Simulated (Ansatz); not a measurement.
# CH₆NSn+ (SMILES C[NH][SnH2+]): a rigid scan of the bond length N2–H7

Aim: the energy along the bond length N2–H7, from CCSD(T) and from cheaper methods, relative to the minimum. No other atom is relaxed.

Program: Ansatz 0.2.0, Gaussian basis. Level of theory: single points in def2-TZVPP. These are calculated values, not measurements.

Levels: PBE-D4, r2SCAN-D4, PBE0-D4, B3LYP-D4, wB97M-V, Hartree-Fock, MP2, CCSD, CCSD(T). The scan takes 0.891, 0.926, 0.977, 1.038, 1.104, 1.176, 1.253, 1.333, 1.417 Å.

Cores are frozen in the correlated methods. Filled d shells of the heavier atoms are correlated. Core potentials replace the inner electrons past krypton, and spin-orbit coupling is left out. B3LYP uses VWN-RPA correlation.

117 further runs of the same task are left out: 117 set aside as unsound or not needed.

**1. The system as given**

The minimum, relaxed at PBE0-D4: SMILES `C[NH][SnH2+]`, 9 atoms, charge 1, spin multiplicity 1.

Atoms are counted from 1 here; the program's logs count them from 0.

Bond lengths: C1–N2 1.457 Å, C1–H4 1.092 Å, C1–H5 1.092 Å, C1–H6 1.090 Å, N2–Sn3 1.927 Å, N2–H7 1.012 Å, Sn3–H8 1.677 Å, Sn3–H9 1.678 Å. Angles: N2–C1–H4 110.3°, N2–C1–H5 110.3°, N2–C1–H6 110.6°, H4–C1–H5 108.8°, H4–C1–H6 108.4°, H5–C1–H6 108.4°, C1–N2–Sn3 127.9°, C1–N2–H7 114.0°, Sn3–N2–H7 118.1°, N2–Sn3–H8 115.4°, N2–Sn3–H9 114.3°, H8–Sn3–H9 130.3°.

As a file:

```
C    -0.44312    1.03579   -0.70217
N     0.22503   -0.23895   -0.47792
Sn    0.43572   -1.18849    1.18508
H    -1.27070    0.91072   -1.40387
H     0.25966    1.76396   -1.11299
H    -0.84092    1.43063    0.23291
H     0.61552   -0.65168   -1.31549
H     1.26538   -2.64255    1.08361
H    -0.24657   -0.41943    2.51083
```

Energies of the minimum (eV), from earlier single points: PBE-D4 -8446.01607, r2SCAN-D4 -8450.01106, PBE0-D4 -8446.49048, B3LYP-D4 -8451.78038, wB97M-V -8446.53386, CCSD(T) -8426.62016.

At the minimum the bond length N2–H7 is 1.012 Å.

**2. N2–H7 = 0.891 Å**

Contents of pbe-tzvpp/in.yaml:

```yaml
crystal:
  periodic: [false, false, false]
  atoms:
    - {symbol: C, position_ang: [-0.443118, 1.035790, -0.702174]}
    - {symbol: N, position_ang: [0.225033, -0.238952, -0.477923]}
    - {symbol: Sn, position_ang: [0.435716, -1.188490, 1.185082]}
    - {symbol: H, position_ang: [-1.270699, 0.910721, -1.403871]}
    - {symbol: H, position_ang: [0.259659, 1.763960, -1.112988]}
    - {symbol: H, position_ang: [-0.840924, 1.430627, 0.232914]}
    - {symbol: H, position_ang: [0.568798, -0.602299, -1.215273]}
    - {symbol: H, position_ang: [1.265379, -2.642550, 1.083613]}
    - {symbol: H, position_ang: [-0.246567, -0.419434, 2.510828]}
basis:
  gaussian: {orbitals: def2-TZVPP}
total_charge: 1
hamiltonian: {xc: pbe, dispersion: d4}
output: {forces: true}
```

r2scan-tzvpp/in.yaml differs from pbe-tzvpp/in.yaml so:

```diff
-hamiltonian: {xc: pbe, dispersion: d4}
+hamiltonian: {xc: r2scan, dispersion: d4}
```

pbe0-tzvpp/in.yaml:

```diff
-hamiltonian: {xc: pbe, dispersion: d4}
-output: {forces: true}
+hamiltonian: {xc: pbe0, dispersion: d4}
+output: {forces: true, orbitals: {seedname: orbitals}}
```

b3lyp-tzvpp/in.yaml:

```diff
-hamiltonian: {xc: pbe, dispersion: d4}
+hamiltonian: {xc: {name: B3LYP}, dispersion: d4}
```

wb97mv-tzvpp/in.yaml:

```diff
-hamiltonian: {xc: pbe, dispersion: d4}
-output: {forces: true}
+hamiltonian: {xc: {name: wB97M-V}}
```

ccsdt-tzvpp/in.yaml:

```diff
-hamiltonian: {xc: pbe, dispersion: d4}
-output: {forces: true}
+correlation: {method: ccsd_t}
```

One command serves all of them, each in its own folder.

Launch:

```console
ansatz run in.yaml --threads 2 --pin off --events-out ev --progress --plain --max-ram 4352MiB
```

Log of pbe-tzvpp (excerpt; [...] marks lines left out):

```text
Functional definition: PBE
  name "PBE"
  cite "Perdew, Burke & Ernzerhof, Phys. Rev. Lett. 77, 3865 (1996) doi:10.1103/PhysRevLett.77.3865"
  parent pbe
[...]
1077 factors; their error is unknown
[...]
mean field -8445.41471019 eV, -310.3632660920 hartree, gradient 8.7e-6 eV, S^2 0.000000; 0 other end points of the search recorded, 0 dependent functions left out
[...]
reference -8445.41475589 eV, -310.3632677713 hartree; 20, 20 occupied and 176, 176 virtual orbitals, 1077 factors
Total energy: -8445.54806395 eV, -310.3681667522 hartree
Atom 0 at    -0.443118     1.035790    -0.702174 Å, force    -0.053910     0.049398     0.140809 eV/Å
Atom 1 at     0.225033    -0.238952    -0.477923 Å, force    -3.152664     3.492628     6.294561 eV/Å
Atom 2 at     0.435716    -1.188490     1.185082 Å, force     0.055344    -0.262045     0.473903 eV/Å
Atom 3 at    -1.270699     0.910721    -1.403871 Å, force    -0.165799    -0.027569    -0.164499 eV/Å
Atom 4 at     0.259659     1.763960    -1.112988 Å, force     0.149864     0.148172    -0.104504 eV/Å
Atom 5 at    -0.840924     1.430627     0.232914 Å, force    -0.088006     0.104466     0.154848 eV/Å
Atom 6 at     0.568798    -0.602299    -1.215273 Å, force     3.238741    -3.442007    -6.893650 eV/Å
Atom 7 at     1.265379    -2.642550     1.083613 Å, force     0.101421    -0.170088    -0.033517 eV/Å
Atom 8 at    -0.246567    -0.419434     2.510828 Å, force    -0.084990     0.107045     0.132049 eV/Å
Dipole moment:    -0.000915     0.033068    -0.092037 e Å
```

r2scan-tzvpp printed (excerpt; [...] marks lines left out):

```text
Functional definition: r2SCAN
  name "r2SCAN"
  cite "Furness, Kaplan, Ning, Perdew & Sun, J. Phys. Chem. Lett. 11, 8208 (2020) doi:10.1021/acs.jpclett.0c02405"
  cite "Furness, Kaplan, Ning, Perdew & Sun, J. Phys. Chem. Lett. 11, 9248 (2020) doi:10.1021/acs.jpclett.0c03077"
  parent r2scan
[...]
1077 factors; their error is unknown
[...]
Atom 5 at    -0.840924     1.430627     0.232914 Å, force     0.010729    -0.004248    -0.045826 eV/Å
Atom 6 at     0.568798    -0.602299    -1.215273 Å, force     3.104589    -3.291752    -6.630763 eV/Å
Atom 7 at     1.265379    -2.642550     1.083613 Å, force    -0.001333     0.009659    -0.019919 eV/Å
Atom 8 at    -0.246567    -0.419434     2.510828 Å, force     0.000487     0.009113    -0.029457 eV/Å
Dipole moment:     0.005429     0.013036    -0.066838 e Å
```

Output in pbe0-tzvpp (excerpt; [...] marks lines left out):

```text
Functional definition: PBE0
  name "PBE0"
  cite "Adamo & Barone, J. Chem. Phys. 110, 6158 (1999) doi:10.1063/1.478522"
[... 2 set-up lines as earlier in the session ...]
[...]
1150 factors; their error is unknown
[...]
mean field -8445.95581906 eV, -310.3831514761 hartree, gradient 3.3e-5 eV, S^2 0.000000; 0 other end points of the search recorded, 0 dependent functions left out
[...]
Atom 5 at    -0.840924     1.430627     0.232914 Å, force     0.003082     0.009359    -0.045222 eV/Å
Atom 6 at     0.568798    -0.602299    -1.215273 Å, force     3.103928    -3.294785    -6.618304 eV/Å
Atom 7 at     1.265379    -2.642550     1.083613 Å, force     0.001617    -0.003370     0.002488 eV/Å
Atom 8 at    -0.246567    -0.419434     2.510828 Å, force     0.002711    -0.004100    -0.002642 eV/Å
Dipole moment:     0.015330    -0.019583    -0.023593 e Å
```

b3lyp-tzvpp printed (excerpt; [...] marks lines left out):

```text
Functional definition: B3LYP
  name "B3LYP"
  cite "Stephens, Devlin, Chabalowski & Frisch, J. Phys. Chem. 98, 11623 (1994) doi:10.1021/j100096a001"
  cite "Becke, Phys. Rev. A 38, 3098 (1988) doi:10.1103/PhysRevA.38.3098"
  cite "Lee, Yang & Parr, Phys. Rev. B 37, 785 (1988) doi:10.1103/PhysRevB.37.785"
  cite "Vosko, Wilk & Nusair, Can. J. Phys. 58, 1200 (1980) doi:10.1139/p80-159"
[...]
1121 factors; their error is unknown
[...]
Atom 5 at    -0.840924     1.430627     0.232914 Å, force     0.017123    -0.003738    -0.080830 eV/Å
Atom 6 at     0.568798    -0.602299    -1.215273 Å, force     3.076475    -3.265160    -6.561127 eV/Å
Atom 7 at     1.265379    -2.642550     1.083613 Å, force     0.031572    -0.053876    -0.006942 eV/Å
Atom 8 at    -0.246567    -0.419434     2.510828 Å, force    -0.022629     0.027928     0.036536 eV/Å
Dipole moment:     0.011132    -0.005232    -0.043449 e Å
```

Log of wb97mv-tzvpp (excerpt; [...] marks lines left out):

```text
Functional definition: wB97M-V
  name "wB97M-V"
  cite "Mardirossian & Head-Gordon, J. Chem. Phys. 144, 214110 (2016) doi:10.1063/1.4952647"
  cite "Becke, J. Chem. Phys. 107, 8554 (1997) doi:10.1063/1.475007"
  cite "Vydrov & Van Voorhis, J. Chem. Phys. 133, 244103 (2010) doi:10.1063/1.3521275"
  # Of w^i u^j: cxij and so on, Table III.
[...]
  gx(w, u) = 1 - cx + cx01*u + cx10*w
[...]
      + integral(e_c_pw_mod_opposite_spin*gos(b97_w_opposite, b97_u_opposite)) + vv10(b, c)
1121 factors; their error is unknown
279 factors; integrals over basis functions are off by at most 9.3e-6 eV
[...]
mean field -8446.11679313 eV, -310.3890671638 hartree, gradient 7.3e-5 eV, S^2 0.000000; 0 other end points of the search recorded, 0 dependent functions left out
reference -8446.11684785 eV, -310.3890691748 hartree; 20, 20 occupied and 176, 176 virtual orbitals, 1121 factors
Total energy: -8446.11684785 eV, -310.3890691748 hartree
```

ccsdt-tzvpp printed (excerpt; [...] marks lines left out):

```text
Functional definition: HF
  name "HF"
  cite "Fock, Z. Phys. 61, 126 (1930) doi:10.1007/BF01340294"
[... 1 set-up line as earlier in the session ...]
[...]
1307 factors; integrals over basis functions are off by at most 9.9e-4 eV
[...]
mean field -8405.87920719 eV, -308.9103631545 hartree, gradient 8.7e-6 eV, S^2 0.000000; 0 other end points of the search recorded, 0 dependent functions left out
6 core orbitals not correlated: weight in the atoms' cores, before any rotation towards them, 1.000 or more for the frozen orbitals, at most 0.000 for the correlated occupied ones
reference -8405.87920719 eV, -308.9103631545 hartree; 14, 14 occupied and 176, 176 virtual orbitals, 1307 factors
second order -18.99950825 eV of doubles, -0.00000000 eV of singles
cycle   1  -19.00115137 eV  change   -1.6e-3 eV  update   1.2e-1
[...]
cycle  10  -19.62107376 eV  change    3.1e-6 eV  update   2.1e-5
perturbative correction -0.68874521 eV, -0.0253109197 hartree
Total energy: -8426.18902615 eV, -309.6567352351 hartree
```

They took 2.6 s (pbe-tzvpp), 4.3 s (r2scan-tzvpp), 4.2 s (pbe0-tzvpp), 3.8 s (b3lyp-tzvpp), 7.5 s (wb97mv-tzvpp), 78 s (ccsdt-tzvpp) on 2 threads of AMD EPYC 7R43, shared host; peak memory 2.6 GiB.

**3. N2–H7 = 0.926 Å**

Edit pbe-tzvpp/in.yaml of step 2 so:

```diff
@@ -9,3 +9,3 @@
     - {symbol: H, position_ang: [-0.840924, 1.430627, 0.232914]}
-    - {symbol: H, position_ang: [0.568798, -0.602299, -1.215273]}
+    - {symbol: H, position_ang: [0.582302, -0.616572, -1.244238]}
     - {symbol: H, position_ang: [1.265379, -2.642550, 1.083613]}
```

r2scan-tzvpp/in.yaml, as changes to pbe-tzvpp/in.yaml:

```diff
-hamiltonian: {xc: pbe, dispersion: d4}
+hamiltonian: {xc: r2scan, dispersion: d4}
```

pbe0-tzvpp/in.yaml:

```diff
-hamiltonian: {xc: pbe, dispersion: d4}
-output: {forces: true}
+hamiltonian: {xc: pbe0, dispersion: d4}
+output: {forces: true, orbitals: {seedname: orbitals}}
```

b3lyp-tzvpp/in.yaml:

```diff
-hamiltonian: {xc: pbe, dispersion: d4}
+hamiltonian: {xc: {name: B3LYP}, dispersion: d4}
```

wb97mv-tzvpp/in.yaml:

```diff
-hamiltonian: {xc: pbe, dispersion: d4}
-output: {forces: true}
+hamiltonian: {xc: {name: wB97M-V}}
```

ccsdt-tzvpp/in.yaml:

```diff
-hamiltonian: {xc: pbe, dispersion: d4}
-output: {forces: true}
+correlation: {method: ccsd_t}
```

One command serves all of them, each in its own folder.

Launch:

```console
ansatz run in.yaml --threads 2 --pin off --events-out ev --progress --plain --max-ram 4352MiB
```

Log of pbe-tzvpp (excerpt; [...] marks lines left out):

```text
[... 4 set-up lines as earlier in the session ...]
[...]
1077 factors; their error is unknown
[...]
mean field -8445.65391568 eV, -310.3720567313 hartree, gradient 9.9e-6 eV, S^2 0.000000; 0 other end points of the search recorded, 0 dependent functions left out
[...]
Atom 5 at    -0.840924     1.430627     0.232914 Å, force    -0.086855     0.099978     0.161945 eV/Å
Atom 6 at     0.582302    -0.616572    -1.244238 Å, force     2.096563    -2.231256    -4.454053 eV/Å
Atom 7 at     1.265379    -2.642550     1.083613 Å, force     0.101325    -0.169638    -0.034313 eV/Å
Atom 8 at    -0.246567    -0.419434     2.510828 Å, force    -0.085999     0.108360     0.133503 eV/Å
Dipole moment:     0.000979     0.032885    -0.101393 e Å
```

Log of r2scan-tzvpp (excerpt; [...] marks lines left out):

```text
[... 5 set-up lines as earlier in the session ...]
[...]
1077 factors; their error is unknown
[...]
Atom 5 at    -0.840924     1.430627     0.232914 Å, force     0.011922    -0.008952    -0.038320 eV/Å
Atom 6 at     0.582302    -0.616572    -1.244238 Å, force     1.963783    -2.082947    -4.192661 eV/Å
Atom 7 at     1.265379    -2.642550     1.083613 Å, force    -0.001410     0.010087    -0.020748 eV/Å
Atom 8 at    -0.246567    -0.419434     2.510828 Å, force    -0.000577     0.010480    -0.027863 eV/Å
Dipole moment:     0.007305     0.012886    -0.076191 e Å
```

pbe0-tzvpp printed (excerpt; [...] marks lines left out):

```text
[... 5 set-up lines as earlier in the session ...]
[...]
1150 factors; their error is unknown
[...]
mean field -8446.18271163 eV, -310.3914896241 hartree, gradient 3.4e-5 eV, S^2 0.000000; 0 other end points of the search recorded, 0 dependent functions left out
[...]
Atom 5 at    -0.840924     1.430627     0.232914 Å, force     0.004165     0.005000    -0.038150 eV/Å
Atom 6 at     0.582302    -0.616572    -1.244238 Å, force     1.953810    -2.075774    -4.161291 eV/Å
Atom 7 at     1.265379    -2.642550     1.083613 Å, force     0.001540    -0.002966     0.001728 eV/Å
Atom 8 at    -0.246567    -0.419434     2.510828 Å, force     0.001743    -0.002849    -0.001218 eV/Å
Dipole moment:     0.017329    -0.019912    -0.033065 e Å
```

Log of b3lyp-tzvpp (excerpt; [...] marks lines left out):

```text
[... 6 set-up lines as earlier in the session ...]
[...]
1121 factors; their error is unknown
[...]
Atom 5 at    -0.840924     1.430627     0.232914 Å, force     0.018180    -0.008016    -0.073852 eV/Å
Atom 6 at     0.582302    -0.616572    -1.244238 Å, force     1.940989    -2.061452    -4.135970 eV/Å
Atom 7 at     1.265379    -2.642550     1.083613 Å, force     0.031500    -0.053450    -0.007793 eV/Å
Atom 8 at    -0.246567    -0.419434     2.510828 Å, force    -0.023604     0.029133     0.038132 eV/Å
Dipole moment:     0.013101    -0.005570    -0.052745 e Å
```

Log of wb97mv-tzvpp (excerpt; [...] marks lines left out):

```text
[... 5 set-up lines as earlier in the session ...]
  # Of w^i u^j: cxij and so on, Table III.
[...]
  gx(w, u) = 1 - cx + cx01*u + cx10*w
[...]
      + integral(e_c_pw_mod_opposite_spin*gos(b97_w_opposite, b97_u_opposite)) + vv10(b, c)
1121 factors; their error is unknown
279 factors; integrals over basis functions are off by at most 9.3e-6 eV
[...]
mean field -8446.34123992 eV, -310.3973154313 hartree, gradient 7.3e-5 eV, S^2 0.000000; 0 other end points of the search recorded, 0 dependent functions left out
reference -8446.34129470 eV, -310.3973174445 hartree; 20, 20 occupied and 176, 176 virtual orbitals, 1121 factors
Total energy: -8446.34129470 eV, -310.3973174445 hartree
```

Log of ccsdt-tzvpp (excerpt; [...] marks lines left out):

```text
[... 4 set-up lines as earlier in the session ...]
[...]
1308 factors; integrals over basis functions are off by at most 9.9e-4 eV
[...]
mean field -8406.08440591 eV, -308.9179040684 hartree, gradient 8.9e-6 eV, S^2 0.000000; 0 other end points of the search recorded, 0 dependent functions left out
6 core orbitals not correlated: weight in the atoms' cores, before any rotation towards them, 1.000 or more for the frozen orbitals, at most 0.000 for the correlated occupied ones
reference -8406.08440591 eV, -308.9179040684 hartree; 14, 14 occupied and 176, 176 virtual orbitals, 1308 factors
second order -19.02458936 eV of doubles, -0.00000000 eV of singles
cycle   1  -19.01545192 eV  change    9.1e-3 eV  update   1.2e-1
[...]
cycle  10  -19.64064010 eV  change    3.4e-6 eV  update   2.1e-5
perturbative correction -0.69290332 eV, -0.0254637273 hartree
Total energy: -8426.41794932 eV, -309.6651480063 hartree
```

They took 2.5 s (pbe-tzvpp), 4.3 s (r2scan-tzvpp), 3.9 s (pbe0-tzvpp), 3.8 s (b3lyp-tzvpp), 7.5 s (wb97mv-tzvpp), 78 s (ccsdt-tzvpp) on 2 threads of AMD EPYC 7R43, shared host; peak memory 2.6 GiB.

**4. N2–H7 = 0.977 Å**

Edit pbe-tzvpp/in.yaml of step 3 so:

```diff
@@ -9,3 +9,3 @@
     - {symbol: H, position_ang: [-0.840924, 1.430627, 0.232914]}
-    - {symbol: H, position_ang: [0.582302, -0.616572, -1.244238]}
+    - {symbol: H, position_ang: [0.601979, -0.637370, -1.286443]}
     - {symbol: H, position_ang: [1.265379, -2.642550, 1.083613]}
```

r2scan-tzvpp/in.yaml differs from pbe-tzvpp/in.yaml so:

```diff
-hamiltonian: {xc: pbe, dispersion: d4}
+hamiltonian: {xc: r2scan, dispersion: d4}
```

pbe0-tzvpp/in.yaml:

```diff
-hamiltonian: {xc: pbe, dispersion: d4}
-output: {forces: true}
+hamiltonian: {xc: pbe0, dispersion: d4}
+output: {forces: true, orbitals: {seedname: orbitals}}
```

b3lyp-tzvpp/in.yaml:

```diff
-hamiltonian: {xc: pbe, dispersion: d4}
+hamiltonian: {xc: {name: B3LYP}, dispersion: d4}
```

wb97mv-tzvpp/in.yaml:

```diff
-hamiltonian: {xc: pbe, dispersion: d4}
-output: {forces: true}
+hamiltonian: {xc: {name: wB97M-V}}
```

ccsdt-tzvpp/in.yaml:

```diff
-hamiltonian: {xc: pbe, dispersion: d4}
-output: {forces: true}
+correlation: {method: ccsd_t}
```

Each run has its own folder and the same command.

Launch:

```console
ansatz run in.yaml --threads 2 --pin off --events-out ev --progress --plain --max-ram 4352MiB
```

Log of pbe-tzvpp (excerpt; [...] marks lines left out):

```text
[... 4 set-up lines as earlier in the session ...]
[...]
1077 factors; their error is unknown
[...]
mean field -8445.84104962 eV, -310.3789337767 hartree, gradient 1.1e-5 eV, S^2 0.000000; 0 other end points of the search recorded, 0 dependent functions left out
[...]
Atom 5 at    -0.840924     1.430627     0.232914 Å, force    -0.084959     0.092764     0.173119 eV/Å
Atom 6 at     0.601979    -0.637370    -1.286443 Å, force     0.817256    -0.874344    -1.723914 eV/Å
Atom 7 at     1.265379    -2.642550     1.083613 Å, force     0.101127    -0.168906    -0.035391 eV/Å
Atom 8 at    -0.246567    -0.419434     2.510828 Å, force    -0.087550     0.110464     0.135498 eV/Å
Dipole moment:     0.003689     0.032637    -0.114812 e Å
```

Log of r2scan-tzvpp (excerpt; [...] marks lines left out):

```text
[... 5 set-up lines as earlier in the session ...]
[...]
1077 factors; their error is unknown
[...]
Atom 5 at    -0.840924     1.430627     0.232914 Å, force     0.013884    -0.016492    -0.026534 eV/Å
Atom 6 at     0.601979    -0.637370    -1.286443 Å, force     0.687045    -0.729356    -1.466264 eV/Å
Atom 7 at     1.265379    -2.642550     1.083613 Å, force    -0.001582     0.010784    -0.021860 eV/Å
Atom 8 at    -0.246567    -0.419434     2.510828 Å, force    -0.002212     0.012664    -0.025661 eV/Å
Dipole moment:     0.009995     0.012674    -0.089614 e Å
```

Log of pbe0-tzvpp (excerpt; [...] marks lines left out):

```text
[... 5 set-up lines as earlier in the session ...]
[...]
1150 factors; their error is unknown
[...]
mean field -8446.35070219 eV, -310.3976631635 hartree, gradient 5.5e-5 eV, S^2 0.000000; 0 other end points of the search recorded, 0 dependent functions left out
[...]
Atom 5 at    -0.840924     1.430627     0.232914 Å, force     0.005935    -0.001957    -0.027065 eV/Å
Atom 6 at     0.601979    -0.637370    -1.286443 Å, force     0.664483    -0.708418    -1.409233 eV/Å
Atom 7 at     1.265379    -2.642550     1.083613 Å, force     0.001379    -0.002322     0.000713 eV/Å
Atom 8 at    -0.246567    -0.419434     2.510828 Å, force     0.000258    -0.000861     0.000769 eV/Å
Dipole moment:     0.020243    -0.020441    -0.046736 e Å
```

b3lyp-tzvpp printed (excerpt; [...] marks lines left out):

```text
[... 6 set-up lines as earlier in the session ...]
[...]
1121 factors; their error is unknown
[...]
Atom 5 at    -0.840924     1.430627     0.232914 Å, force     0.019923    -0.014890    -0.062871 eV/Å
Atom 6 at     0.601979    -0.637370    -1.286443 Å, force     0.669965    -0.713214    -1.423830 eV/Å
Atom 7 at     1.265379    -2.642550     1.083613 Å, force     0.031341    -0.052764    -0.008940 eV/Å
Atom 8 at    -0.246567    -0.419434     2.510828 Å, force    -0.025107     0.031075     0.040348 eV/Å
Dipole moment:     0.015938    -0.006079    -0.066069 e Å
```

Output in wb97mv-tzvpp (excerpt; [...] marks lines left out):

```text
[... 5 set-up lines as earlier in the session ...]
  # Of w^i u^j: cxij and so on, Table III.
[...]
  gx(w, u) = 1 - cx + cx01*u + cx10*w
[...]
      + integral(e_c_pw_mod_opposite_spin*gos(b97_w_opposite, b97_u_opposite)) + vv10(b, c)
1121 factors; their error is unknown
279 factors; integrals over basis functions are off by at most 9.4e-6 eV
[...]
mean field -8446.50666702 eV, -310.4033947651 hartree, gradient 7.0e-5 eV, S^2 0.000000; 0 other end points of the search recorded, 0 dependent functions left out
reference -8446.50672190 eV, -310.4033967821 hartree; 20, 20 occupied and 176, 176 virtual orbitals, 1121 factors
Total energy: -8446.50672190 eV, -310.4033967821 hartree
```

Log of ccsdt-tzvpp (excerpt; [...] marks lines left out):

```text
[... 4 set-up lines as earlier in the session ...]
[...]
1310 factors; integrals over basis functions are off by at most 9.9e-4 eV
[...]
mean field -8406.21881979 eV, -308.9228436874 hartree, gradient 8.9e-6 eV, S^2 0.000000; 0 other end points of the search recorded, 0 dependent functions left out
6 core orbitals not correlated: weight in the atoms' cores, before any rotation towards them, 1.000 or more for the frozen orbitals, at most 0.000 for the correlated occupied ones
reference -8406.21881979 eV, -308.9228436874 hartree; 14, 14 occupied and 176, 176 virtual orbitals, 1310 factors
second order -19.06294389 eV of doubles, -0.00000000 eV of singles
cycle   1  -19.03749106 eV  change    2.5e-2 eV  update   1.2e-1
[...]
cycle  10  -19.67115186 eV  change    3.8e-6 eV  update   2.1e-5
perturbative correction -0.69924750 eV, -0.0256968715 hartree
Total energy: -8426.58921914 eV, -309.6714420561 hartree
```

They took 2.6 s (pbe-tzvpp), 4.2 s (r2scan-tzvpp), 4 s (pbe0-tzvpp), 3.8 s (b3lyp-tzvpp), 7.5 s (wb97mv-tzvpp), 77 s (ccsdt-tzvpp) on 2 threads of AMD EPYC 7R43, shared host; peak memory 2.6 GiB.

[end of part 1 of 3]
